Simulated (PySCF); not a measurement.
# C3H4ClNSi: the cost of one run

The runs use PySCF 2.14.0, with density-fitted response routines of our own; the level of theory stands in each step. All values are computed, except where a source is named. Atoms are numbered from 0 throughout.

### Step 1. The starting structure

10 atoms, charge 0, multiplicity 1; geometry from: GFN2-xTB. The atoms were then displaced at random by about 0.01 Å, so the start is not that level's minimum.

Bonds of the start (Å): C0–C1 1.20, C1–Si2 1.85, Si2–Cl3 2.02, Si2–N4 1.74, N4–C5 1.24, C0–H6 1.04, Si2–H7 1.46, C5–H8 1.09, C5–H9 1.09.

### Step 2. Optimising the geometry at PBE0-D3(BJ)/def2-SVP

Job settings and geometry (Å):

```
{"job": {"xc": "PBE0", "basis": "def2-SVP", "d3": "d3bj", "grid": 1, "shake": 0.01, "kind": "geom"}, "charge": 0, "multiplicity": 1}
C     -2.334900    -1.096710     0.026760
C     -1.545770    -0.194040     0.083580
Si    -0.239330     1.107080     0.164710
Cl    -0.215650     2.149120    -1.562790
N      1.403090     0.544260     0.303680
C      1.962310    -0.555710     0.373540
H     -3.073560    -1.831350    -0.032780
H     -0.397570     1.979510     1.323660
H      1.444850    -1.517370     0.374330
H      3.046970    -0.605720     0.469420
```

On the command line:

```sh
$ OMP_NUM_THREADS=1 python probes_run.py task.json out
```

This one command runs all jobs of the session in turn.

Q: Estimate the wall time and peak memory of this first job on 1 thread of Intel Xeon Platinum 8488C, shared host.

About 53 s, with a peak of 0.46 GiB.
